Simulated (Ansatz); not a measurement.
# Sc2GaAs3: the cost of one run

Computed with Ansatz 0.2.0 (DFT PBE, scalar-relativistic, plane waves, PAW, unless a step's input says otherwise).

1 further run of the same task is left out (it didn't finish). Runs told in other sessions of the task aren't counted.

**1. Starting point**

It takes space group R-3m (No. 166, trigonal). Conventional cell: a = 5.834 Å, b = 5.834 Å, c = 12.316 Å, α = 90.00°, β = 90.00°, γ = 120.00°. Around Sc (site symmetry 3m) lie 9 As at 3.02 to 3.33 Å and 4 Sc at 3.20 to 3.49 Å and 3 Ga at 3.40 Å. Ga (site symmetry -3m) has 6 As at 2.66 Å in its first shell of neighbours. As (site symmetry 2/m) is surrounded by 2 Ga at 2.66 Å and 4 As at 2.92 Å and 6 Sc at 3.02 to 3.33 Å.

Coordinates:

```cif
data_structure
_symmetry_space_group_name_H-M 'P 1'
_symmetry_Int_Tables_number 1
_cell_length_a 5.3104
_cell_length_b 5.3104
_cell_length_c 5.3104
_cell_angle_alpha 66.644
_cell_angle_beta 66.644
_cell_angle_gamma 66.644
_cell_volume 121.03
loop_
_atom_site_label
_atom_site_type_symbol
_atom_site_fract_x
_atom_site_fract_y
_atom_site_fract_z
_atom_site_occupancy
Sc1 Sc 0.62980 0.62980 0.62980 1
Sc2 Sc 0.37020 0.37020 0.37020 1
Ga1 Ga 0.00000 0.00000 0.00000 1
As1 As 0.00000 0.00000 0.50000 1
As2 As 0.50000 0.00000 0.00000 1
As3 As 0.00000 0.50000 0.00000 1
```

The cell is invented: species swapped into a database cell of Er2GeRh3 (R-3m, No. 166), with Sc on the Er sites, Ga on the Ge sites and As on the Rh sites. Its size is a rough estimate.

**2. The guess as it stands, on a coarse mesh**

Input file input.yaml:

```yaml
crystal:
  lattice:
    - [2.91724357, 1.68427136, 4.10528207]
    - [-2.91724357, 1.68427136, 4.10528207]
    - [0.0, -3.36854272, 4.10528207]
  atoms:
    - { symbol: Sc, position: [0.62979561, 0.62979561, 0.62979561] }
    - { symbol: Sc, position: [0.37020439, 0.37020439, 0.37020439] }
    - { symbol: Ga, position: [0.0, 0.0, 0.0] }
    - { symbol: As, position: [0.0, 0.0, 0.5] }
    - { symbol: As, position: [0.5, 0.0, 0.0] }
    - { symbol: As, position: [0.0, 0.5, 0.0] }
basis:
  ecutwfc: 420
kpoints:
  mp_grid: { grid: [6, 6, 6] }
hamiltonian:
  xc: pbe
scf:
  occupations: { method: gaussian, width: 0.1 }
  lower_state_search: "off"
output:
  forces: true
  stress: true
  eigenvalues: true
```

The run is started by

```
$ ansatz run input.yaml --threads 1 --pin off --max-ram 2560MiB --backend cpu --events-out ev --progress --plain --runs-dir out
```

What time and memory should one allow on 1 thread of Intel Xeon at 2.50GHz (Skylake/Cascade Lake), shared host?

About 23 s, with a peak of 0.5 GiB.
